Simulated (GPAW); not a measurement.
Crystal: BeCr3.

```
CELL_PARAMETERS angstrom
3.51121 0.00000 0.00000
0.00000 3.51121 0.00000
0.00000 0.00000 3.51121
ATOMIC_POSITIONS crystal
Cr 0.50000 0.50000 0.00000
Cr 0.50000 0.00000 0.50000
Cr 0.00000 0.50000 0.50000
Be 0.00000 0.00000 0.00000
```

The cell comes from a database or a generator and needn't be the stable form of this composition.

| Item | Value |
| --- | --- |
| Program | GPAW 26.7.0 |
| Task | relaxation of cell and atoms |
| Functional | PBEsol |
| Potentials or basis | PAW data sets generated in the run's folder for this functional |
| Cutoff | 800 eV |
| Basis | pw |
| k mesh | 6 × 6 × 6 |
| Occupations | fermi-dirac, width 0.05 eV |
| Spin | collinear spin, ferromagnetic start |
| Starting moments | [3.0, 3.0, 3.0, 0.0] μB |
| Hubbard terms | Cr d U = 5 eV |

At the start: pressure 66.6 GPa; volume 10.82 Å³/atom.

Task: Where does the relaxation end?

Result: Over 7 steps the energy falls by 1072.8 meV/atom and the volume is 17.62 Å³/atom (+62.8 %); space group Pm-3m (No. 221, to 0.05 Å); moment 13.99 μB per cell.

Step by step:
```csv
step,energy change (eV),largest force (eV/Å),pressure (GPa),volume (Å³)
1,0.0000,0.0000,66.56,43.29
2,-0.8052,0.0000,54.97,45.42
3,-2.8254,0.0000,32.40,52.78
4,-3.9784,0.0000,11.79,61.32
5,-4.2760,0.0000,1.95,68.44
6,-4.2906,0.0000,0.30,70.16
7,-4.2913,0.0000,0.01,70.49
```

Final structure:
```
CELL_PARAMETERS angstrom
4.13089 0.00000 0.00000
0.00000 4.13089 0.00000
0.00000 0.00000 4.13089
ATOMIC_POSITIONS crystal
Cr 0.50000 0.50000 0.00000
Cr 0.50000 0.00000 0.50000
Cr 0.00000 0.50000 0.50000
Be 0.00000 0.00000 0.00000
```

Caveat: each step starts from the last one's moments, so a moment once lost doesn't come back; later steps reuse the first step's grids; the electronic state changed during the relaxation; the volume moved by over 15 % at a fixed basis, so the end points are rough; the U is typed as a test and isn't derived for this compound.
